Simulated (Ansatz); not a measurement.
# CH₂FNSi: ionisation energy by level of theory

Aim: the vertical ionisation energy of CH₂FNSi, as cation minus neutral at the neutral's geometry, on several levels, and how well −ε(HOMO) stands in for it.

Computed with Ansatz 0.2.0, Gaussian basis. Level: unrestricted cation, the program's frozen cores in correlated methods.

The runs, in order: UKS PBE-D4/def2-TZVPP; UKS r2SCAN-D4/def2-TZVPP; UKS PBE0-D4/def2-TZVPP; UKS B3LYP-D4/def2-TZVPP; UKS wB97X-V/def2-TZVPP; UKS wB97M-V/def2-TZVPP; UKS B2PLYP/def2-TZVPP; UHF-CCSD(T)/def2-TZVPP; UHF-MP2/def2-QZVPP; extrapolation to the limit; then −ε(HOMO) from the neutral's earlier runs with LDA (SPW92), PBE-D4, revPBE-D4, BLYP-D4, r2SCAN-D4, B97M-V, PBE0-D4, B3LYP-D4, r2SCANh-D4, r2SCAN0-D4, HSE06-D4, BHLYP-D4, CAM-B3LYP-D4, LC-ωPBE, ωB97X-V, ωB97M-V.

**1. The relaxed structure**

An earlier PBE0-D4 in a triple-zeta def2 set relaxation fixed the geometry.

6 atoms, charge 0, spin multiplicity 1.

Atoms are counted from 1 here; the program's logs count them from 0.

Bond lengths: F1–C2 1.314 Å, C2–N3 1.261 Å, C2–Si4 1.766 Å, N3–Si4 1.801 Å, Si4–H5 1.477 Å, Si4–H6 1.477 Å. Angles: F1–C2–N3 128.8°, F1–C2–Si4 160.4°, N3–C2–Si4 70.8°, C2–N3–Si4 67.8°, C2–Si4–N3 41.4°, C2–Si4–H5 122.2°, C2–Si4–H6 122.2°, N3–Si4–H5 118.8°, N3–Si4–H6 118.8°, H5–Si4–H6 113.7°.

Geometry (Å):

```xyz
6
CH2FNSi
F     1.42308   -1.60834    0.85154
C     0.51298   -0.81536    0.33365
N    -0.62406   -1.11087   -0.12451
Si   -0.28440    0.65460   -0.23393
H     0.00175    1.24341   -1.55754
H    -0.98725    1.57266    0.68460
```

**2. Cation, UKS PBE-D4/def2-TZVPP**

in.yaml reads:

```yaml
crystal:
  periodic: [false, false, false]
  atoms:
    - {symbol: F, position_ang: [1.423081, -1.608338, 0.851535]}
    - {symbol: C, position_ang: [0.512982, -0.815358, 0.333647]}
    - {symbol: N, position_ang: [-0.624058, -1.110874, -0.124507]}
    - {symbol: Si, position_ang: [-0.284402, 0.654599, -0.233932]}
    - {symbol: H, position_ang: [0.001747, 1.243412, -1.557545]}
    - {symbol: H, position_ang: [-0.987252, 1.572658, 0.684601]}
basis:
  gaussian: {orbitals: def2-TZVPP}
total_charge: 1
magnetization: {spin_polarized: true, initial_magnetization: 1}
hamiltonian: {xc: pbe, dispersion: d4}
```

After this run come: Cation, UKS r2SCAN-D4/def2-TZVPP; Cation, UKS PBE0-D4/def2-TZVPP; Cation, UKS B3LYP-D4/def2-TZVPP; Cation, UKS wB97X-V/def2-TZVPP; Cation, UKS wB97M-V/def2-TZVPP; Cation, UKS B2PLYP (frozen core)/def2-TZVPP; Cation, UHF-CCSD(T)/def2-TZVPP; Cation, UHF-MP2/def2-QZVPP.

Before running them: what should the planned runs give, taken together? Wanted: ionisation energy, CCSD(T)/CBS; nearest functional by difference; nearest −ε(HOMO); −ε(HOMO) of PBE; T1 of the cation.

As calculated:

```
                        quantity                value
  ionisation energy, CCSD(T)/CBS             10.03 eV
nearest functional by difference  B3LYP-D4 (-0.11 eV)
                nearest −ε(HOMO)   ωB97X-V (-0.14 eV)
                 −ε(HOMO) of PBE              6.28 eV
                T1 of the cation                0.031
```

In words: By cation minus neutral, the functionals miss by 0.26 eV at most. −ε(HOMO) of PBE misses by 3.7 eV, since self-interaction lifts the level. Among orbital estimates ωB97X-V comes nearest. Hartree-Fock falls 1.20 eV short, as the neutral has more correlation energy than the cation. The cation's T1 (from the report) is 0.031, near the customary mark of 0.045 for open shells, so the coupled-cluster value is less safe.
